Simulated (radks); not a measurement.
# Ionisation of Ti⁺: one atom, several choices of exchange strength α

The task here is to estimate one member of a computed series from the others.

Method: non-relativistic Kohn-Sham, spin-polarised, spherical densities, point nucleus; open shells are filled with parallel spins first. Code: radks (a radial shooting solver on a logarithmic mesh, Libxc functionals) version 1.

## The atom as given

- element: titanium (Z = 22)
- charge: +1
- electrons: 21
- configuration: [Ar] 3d2 4s1
- ion: Ti²⁺, [Ar] 3d2
- choices: α = 0.621; α = 0.667; α = 0.955; α = 0.985; α = 1.012

Outer shells as boxes (Hund's rule):

Ti⁺
```
[Ar] core
3d [↑ ][↑ ][  ][  ][  ]
4s [↑ ]
```

Ti²⁺
```
[Ar] core
3d [↑ ][↑ ][  ][  ][  ]
```

Set-up of the first run:

Settings of this run:

```text
Z 22
configuration [Ar] 3d2 4s1
relativity non-relativistic
functional xalpha 0.621
spin polarised
nucleus point
```

Steps of the session up to this table: α = 0.621: Ti⁺.

One of the session's tables, all rows but one given; the rest of the session is left out.

Radial moments (bohr):

| level | <r> | outermost maximum (interpolated) | 90 % within | nodes |
| --- | --- | --- | --- | --- |
| 3s up | 1.021 | 0.878 | 1.53 | 2 |
| 3s down | 1.019 | 0.878 | 1.53 | 2 |
| 3p up | ? | ? | ? | ? |
| 3p down | 1.093 | 0.906 | 1.69 | 1 |
| 3d up | 1.571 | 0.984 | 2.76 | 0 |
| 4s up | 3.203 | 2.77 | 4.72 | 3 |
| 3d down | 1.514 | 0.975 | 2.64 | 0 |
| 4s down | 3.364 | 2.77 | 5.09 | 3 |

Q: Estimate the row for 3p up from the others.

The run gave: <r>: 1.097; outermost maximum (interpolated): 0.906; 90 % within: 1.70; nodes: 1. In the column «<r>» it lies between 3p down (1.093) and 3d down (1.514).

To keep in mind: Open shells are spherical and high-spin; term and fine-structure splittings are not resolved.
